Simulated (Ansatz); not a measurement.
# H2Se2: the cost of one run

Method: RKS PBE-D4/def2-SVP, in Ansatz 0.2.0.

## Step 1: The system as given

Bond lengths: Se1–Se2 2.425 Å, Se1–H3 1.600 Å, Se2–H4 1.504 Å. Angles: Se1–Se2–H4 91.7°, Se2–Se1–H3 87.7°.

As a file:

```xyz
4

Se    0.5937   -1.1989    0.3058
Se    0.4692    1.2073    0.0297
H    -0.8567   -1.1319    0.9769
H    -0.1508    1.0633   -1.3327
```

## Step 2: End point A

Input file input.yaml:

```yaml
crystal:
  periodic: [false, false, false]
  atoms:
    - { symbol: Se, position_ang: [0.5937, -1.1989, 0.3058] }
    - { symbol: Se, position_ang: [0.4692, 1.2073, 0.0297] }
    - { symbol: H, position_ang: [-0.8567, -1.1319, 0.9769] }
    - { symbol: H, position_ang: [-0.1508, 1.0633, -1.3327] }
basis:
  gaussian: { orbitals: def2-SVP }
hamiltonian:
  xc: pbe
  dispersion: d4
relax:
  f_tol: 0.02
  max_steps: 50
```

Command:

```bash
$ ansatz run input.yaml --threads 1 --pin off --max-ram 2048MiB --backend cpu --events-out ev --progress --plain --runs-dir out
```

What time and memory should one allow on 1 thread of an Arm CPU, shared host?

About 9.4 s, with a peak of 0.12 GiB.
